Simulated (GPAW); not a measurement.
# Two attempts at GaHIF (SMILES [F][GaH][I])

Wanted: energy and one-electron properties of GaHIF, RPBE/real-space grid (scalar-relativistic datasets).

The results are computed with GPAW 26.7.0.

2 further runs of the same task are left out: 1 that didn't finish, 1 set aside as unsound or not needed.

## 1. Starting point

GaHIF has 4 atoms, charge 0, and is taken as a singlet. SMILES: `[F][GaH][I]`. Geometry: relaxed at PBE0-D4/def2-TZVP.

Bond lengths: F1–Ga2 1.748 Å, Ga2–I3 2.462 Å, Ga2–H4 1.548 Å. Angles: F1–Ga2–I3 114.0°, F1–Ga2–H4 119.0°, I3–Ga2–H4 127.0°.

## 2. First attempt

File mol.xyz:

```xyz
4

F     -1.745900    -0.057000    -0.107000
Ga    -0.015000     0.185400    -0.099800
I      1.256900    -1.693200     0.856300
H      0.559500     1.504400    -0.669900
```

File mol_sp.py:

```python
import numpy as np
from ase.io import read
from ase.units import Debye
from gpaw import GPAW

system = read('mol.xyz')
system.center(vacuum=4.5)

calc = GPAW(mode='fd', h=0.6, xc='RPBE', maxiter=61, txt='-')
system.calc = calc

energy = system.get_potential_energy()
print(f'Energy: {energy:.5f} eV')
forces = system.get_forces()
print('Forces (eV/Ang)')
for symbol, f in zip(system.symbols, forces):
    print(f'{symbol:2} {f[0]:9.4f} {f[1]:9.4f} {f[2]:9.4f}')
dipole = system.get_dipole_moment() / Debye
print(f'Dipole: {np.linalg.norm(dipole):.3f} D')
homo, lumo = calc.get_homo_lumo()
print(f'HOMO                    {homo:.3f} eV')
print(f'LUMO = {lumo:.3f} eV')
print(f'Gap = {lumo - homo:.3f} eV')
```

Command:

```bash
$ OMP_NUM_THREADS=1 python mol_sp.py
```

Output:

```text
[...]
Number of symmetries: 1
[...]
  Number of IBZ points: 1
[...]
Spin-components: 1 (collinear spins)
Bands:           13
[...]
  Valence electrons: 18.0
[...]
  Grid points: [20 20 16]
  Charge: 0.0  # |e|
[...]
    cutoffs:
[...]
occupation numbers:
  # Zero width
[...]
xc functional:
  name: RPBE with 2 nearest neighbor stencil
[...]
|iter     |     time |      energy | eigst |  dens |
[...]
|iter:   1| 00:00:00 |  -70.573612 | +1.63 |       |
[...]
|iter:  25| 00:00:02 |  -46.979173c| -7.50c| -6.73c|
Converged in 25 steps
[...]
Energy contributions relative to reference atoms: (reference = -249169.849845)
Energy contributions:
  Kinetic:           5.488657
  Coulomb:          85.533783
  Zero:           -112.758421
  External:          0.000000
  Xc:              -25.243193
  Entropy:           0.000000
  Spinorbit:         0.000000
  ----------------------------
  Free energy:     -46.979173
  Extrapolated:    -46.979173
dipole moment: (-0.369690, 0.385793, 0.102352)  # |e|*Ang
Fermi level: -3.920
Eigenvalues  # (at kpt = [0.000, 0.000, 0.000])
| band index |      eig [eV] | occ [0-2] |
|------------|---------------|-----------|
|          0 |       -81.127 |     2.000 |
|          1 |       -64.181 |     2.000 |
|          2 |       -16.686 |     2.000 |
|          3 |       -12.053 |     2.000 |
|          4 |        -8.629 |     2.000 |
|          5 |        -7.729 |     2.000 |
|          6 |        -6.611 |     2.000 |
|          7 |        -6.489 |     2.000 |
|          8 |        -4.485 |     2.000 |
|          9 |        -3.355 |     0.000 |
|         10 |        -2.826 |     0.000 |
|         11 |        -0.536 |     0.000 |
[...]
Gap: 1.129 eV
Transition (v -> c):
[...]
Forces (eV/Ang)
F    71.4357  604.8494 1073.4986
Ga   16.7015    0.5662  -11.5620
I     0.6505   -3.8234   40.1388
H  -144.9069  130.0467 -118.0726
Dipole: 2.613 D
HOMO                    -4.485 eV
LUMO = -3.355 eV
Gap = 1.129 eV
```

Wall time 3.4 s (1 thread of Arm Neoverse V1, shared host); peak memory 0.12 GiB.

## 3. Reading the log

It ran to the end. The result can't be trusted all the same.

The fault: the grid is far too coarse. To mend it: grid spacing 0.2 in place of 0.6.

## 4. Second attempt

File FGaHI.xyz:

```xyz
4

F     -1.745900    -0.057000    -0.107000
Ga    -0.015000     0.185400    -0.099800
I      1.256900    -1.693200     0.856300
H      0.559500     1.504400    -0.669900
```

File run.py:

```python
import numpy as np
from ase.io import read
from ase.units import Debye
from gpaw import GPAW

mol = read('FGaHI.xyz')
mol.center(vacuum=4.5)

calc = GPAW(mode='fd', h=0.2, xc='RPBE', maxiter=100, txt='-')
mol.calc = calc

energy = mol.get_potential_energy()
print(f'Energy = {energy:.5f} eV')
forces = mol.get_forces()
print('Forces (eV/Ang)')
for symbol, f in zip(mol.symbols, forces):
    print(f'{symbol:2} {f[0]:9.4f} {f[1]:9.4f} {f[2]:9.4f}')
dipole = mol.get_dipole_moment() / Debye
print(f'Dipole: {np.linalg.norm(dipole):.3f} D')
homo, lumo = calc.get_homo_lumo()
print(f'HOMO: {homo:.3f} eV')
print(f'LUMO = {lumo:.3f} eV')
print(f'Gap: {lumo - homo:.3f} eV')
```

Command:

```bash
$ python run.py
```

Output:

```text
[...]
Number of symmetries: 1
[...]
  Number of IBZ points: 1
[...]
Spin-components: 1 (collinear spins)
Bands:           13
[...]
  Valence electrons: 18.0
[...]
  Grid points: [60 60 52]
  Charge: 0.0  # |e|
[...]
    cutoffs:
[...]
occupation numbers:
  # Zero width
[...]
xc functional:
  name: RPBE with 2 nearest neighbor stencil
[...]
|iter     |     time |      energy | eigst |  dens |
[...]
|iter:   1| 00:00:02 |  -13.682414 | +0.58 |       |
[...]
|iter:  13| 00:00:13 |  -12.275846c| -7.42c| -5.83c|
Converged in 13 steps
[...]
Energy contributions relative to reference atoms: (reference = -249169.849845)
Energy contributions:
  Kinetic:          32.119001
  Coulomb:         -31.190637
  Zero:              0.462749
  External:          0.000000
  Xc:              -13.666959
  Entropy:           0.000000
  Spinorbit:         0.000000
  ----------------------------
  Free energy:     -12.275846
  Extrapolated:    -12.275846
dipole moment: (0.341522, 0.193697, -0.066090)  # |e|*Ang
Fermi level: -4.626
Eigenvalues  # (at kpt = [0.000, 0.000, 0.000])
| band index |      eig [eV] | occ [0-2] |
|------------|---------------|-----------|
|          0 |       -28.149 |     2.000 |
|          1 |       -17.528 |     2.000 |
|          2 |       -11.986 |     2.000 |
|          3 |        -9.631 |     2.000 |
|          4 |        -9.309 |     2.000 |
|          5 |        -9.218 |     2.000 |
|          6 |        -8.010 |     2.000 |
|          7 |        -7.087 |     2.000 |
|          8 |        -6.861 |     2.000 |
|          9 |        -2.391 |     0.000 |
|         10 |        -2.225 |     0.000 |
|         11 |        -0.412 |     0.000 |
[...]
Gap: 4.470 eV
Transition (v -> c):
[...]
Forces (eV/Ang)
F    -2.2930    0.0162   -0.0223
Ga    1.8343    0.2593    0.0037
I     0.2825   -0.3981    0.2067
H     0.1905    0.4425   -0.1873
Dipole: 1.912 D
HOMO: -6.861 eV
LUMO = -2.391 eV
Gap: 4.470 eV
```

It took 13 s on 1 thread of Arm Neoverse V1, shared host; peak memory 0.49 GiB.

## 5. Summary of results

Level: RPBE/real-space grid (scalar-relativistic datasets).

| quantity | value |
| --- | --- |
| energy as printed (from the program's reference atoms) | -12.2758 eV |
| dipole moment | 1.91 D |
| HOMO energy | -6.86 eV |
| LUMO energy | -2.39 eV |
| HOMO–LUMO gap | 4.47 eV |

In words: The first attempt's energy was -34.703 eV off this one.
